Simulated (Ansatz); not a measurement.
# UHF/cc-pVDZ run of GaSiH4O (SMILES [SiH3][O][GaH])

What is the vertical doublet–quartet gap of GaSiH4O at UHF/cc-pVDZ? 

The results are computed with Ansatz 0.2.0.

72 further runs of the same task are left out: 72 set aside as unsound or not needed.

## Step 1: The molecule

The species is GaSiH4O (7 atoms), meant as a doublet with charge 0. SMILES: `[SiH3][O][GaH]`. Geometry: relaxed at PBE0-D4/def2-TZVP. This is one conformer, not always the lowest.

Bond lengths: Si1–O2 1.632 Å, O2–Ga3 1.793 Å, Si1–H4 1.488 Å, Si1–H5 1.491 Å, Si1–H6 1.488 Å, Ga3–H7 1.605 Å. Angles: Si1–O2–Ga3 142.9°, O2–Si1–H4 109.9°, O2–Si1–H5 111.5°, O2–Si1–H6 109.9°, O2–Ga3–H7 113.7°, H4–Si1–H5 108.4°, H4–Si1–H6 108.7°, H5–Si1–H6 108.3°.

## Step 2: The energy at UHF/cc-pVDZ

File molecule.yaml:

```yaml
crystal:
  periodic: [false, false, false]
  atoms:
    - symbol: Si
      position_ang: [-0.907100, 0.576700, -0.244500]
    - symbol: O
      position_ang: [0.281700, -0.375400, 0.340400]
    - symbol: Ga
      position_ang: [1.972300, -0.895800, 0.047800]
    - symbol: H
      position_ang: [-2.099000, -0.248300, -0.578700]
    - symbol: H
      position_ang: [-0.473700, 1.297400, -1.475800]
    - symbol: H
      position_ang: [-1.295700, 1.586500, 0.776300]
    - symbol: H
      position_ang: [2.521500, -1.941000, 1.134400]
basis:
  gaussian: {orbitals: cc-pVDZ}
magnetization: {spin_polarized: true, initial_magnetization: 1}
hamiltonian: {xc: hf}
accuracy: high
output: {orbitals: {seedname: orbitals}}
```

Launch:

```sh
ansatz run molecule.yaml --threads 1 --pin off --max-ram 3480MiB --events-out events.jsonl --progress --plain --runs-dir runs
```

Standard output:

```text
Warning: RAYON_NUM_THREADS=1 ignored (pool sized by the plan → 1); use --threads N
Functional definition: HF
  name "HF"
  exchange = exact_x
  correlation = 0
1787 factors; integrals over basis functions are off by at most 4.7e-9 eV
mean field evaluation 1: about -62293.3006 eV, gradient 2.7e1 eV
mean field evaluation 2: about -62293.3224 eV, gradient 2.7e1 eV
mean field evaluation 4: about -62296.8355 eV, gradient 2.4e0 eV
mean field evaluation 8: about -62296.9406 eV, gradient 5.0e-3 eV
mean field -62296.94058655 eV, -2289.3703401728 hartree, gradient 2.2e-8 eV, S^2 0.761347; 0 other end points of the search recorded, 0 dependent functions left out
reference -62296.94058655 eV, -2289.3703401728 hartree; 29, 28 occupied and 50, 51 virtual orbitals, 1787 factors
Total energy: -62296.94058655 eV, -2289.3703401728 hartree
```

Run time: 4.5 s. Hardware: 1 thread of Arm Neoverse V1, shared host; peak memory 0.3 GiB.

## Step 3: The quartet, same level

File molecule.yaml:

```yaml
crystal:
  periodic: [false, false, false]
  atoms:
    - {symbol: Si, position_ang: [-0.907100, 0.576700, -0.244500]}
    - {symbol: O, position_ang: [0.281700, -0.375400, 0.340400]}
    - {symbol: Ga, position_ang: [1.972300, -0.895800, 0.047800]}
    - {symbol: H, position_ang: [-2.099000, -0.248300, -0.578700]}
    - {symbol: H, position_ang: [-0.473700, 1.297400, -1.475800]}
    - {symbol: H, position_ang: [-1.295700, 1.586500, 0.776300]}
    - {symbol: H, position_ang: [2.521500, -1.941000, 1.134400]}
basis:
  gaussian: {orbitals: cc-pVDZ}
magnetization: {spin_polarized: true, initial_magnetization: 3}
hamiltonian: {xc: hf}
accuracy: high
output: {orbitals: {seedname: orbitals}}
```

Launch:

```sh
ansatz run molecule.yaml --threads 1 --pin off --max-ram 3480MiB --events-out events.jsonl --progress --plain --runs-dir runs
```

Standard output:

```text
Warning: RAYON_NUM_THREADS=1 ignored (pool sized by the plan → 1); use --threads N
[... 4 set-up lines as earlier in the session ...]
1788 factors; integrals over basis functions are off by at most 4.7e-9 eV
mean field evaluation 1: about -62286.3704 eV, gradient 2.4e1 eV
mean field evaluation 2: about -62286.3932 eV, gradient 2.4e1 eV
mean field evaluation 4: about -62290.8710 eV, gradient 5.2e0 eV
mean field evaluation 8: about -62292.0588 eV, gradient 3.4e-1 eV
mean field evaluation 16: about -62292.0620 eV, gradient 2.7e-8 eV
mean field evaluation 32: about -62290.6348 eV, gradient 1.7e1 eV
mean field evaluation 64: about -62291.6216 eV, gradient 1.9e0 eV
mean field evaluation 96: about -62292.0329 eV, gradient 1.3e-1 eV
mean field -62292.06196271 eV, -2289.1910540535 hartree, gradient 2.7e-8 eV, S^2 3.762384; 3 other end points of the search recorded, 0 dependent functions left out
reference -62292.06196271 eV, -2289.1910540535 hartree; 30, 27 occupied and 49, 52 virtual orbitals, 1788 factors
Total energy: -62292.06196271 eV, -2289.1910540535 hartree
```

Run time: 12 s. Hardware: 1 thread of Arm Neoverse V1, shared host; peak memory 0.3 GiB.

## Step 4: Summary of results

At UHF/cc-pVDZ:

```
                                        quantity           value
                           doublet: total energy  -2289.37034 Eh
     doublet: HOMO energy (highest over α and β)        -8.83 eV
      doublet: LUMO energy (lowest over α and β)         0.71 eV
                                   doublet: ⟨S²⟩           0.761
                           quartet: total energy  -2289.19105 Eh
     quartet: HOMO energy (highest over α and β)        -5.44 eV
      quartet: LUMO energy (lowest over α and β)        -1.78 eV
                                   quartet: ⟨S²⟩           3.762
vertical energy of the quartet above the doublet        4.879 eV
```

What this shows: At this shape the quartet lies 4.88 eV (471 kJ/mol) above the doublet.
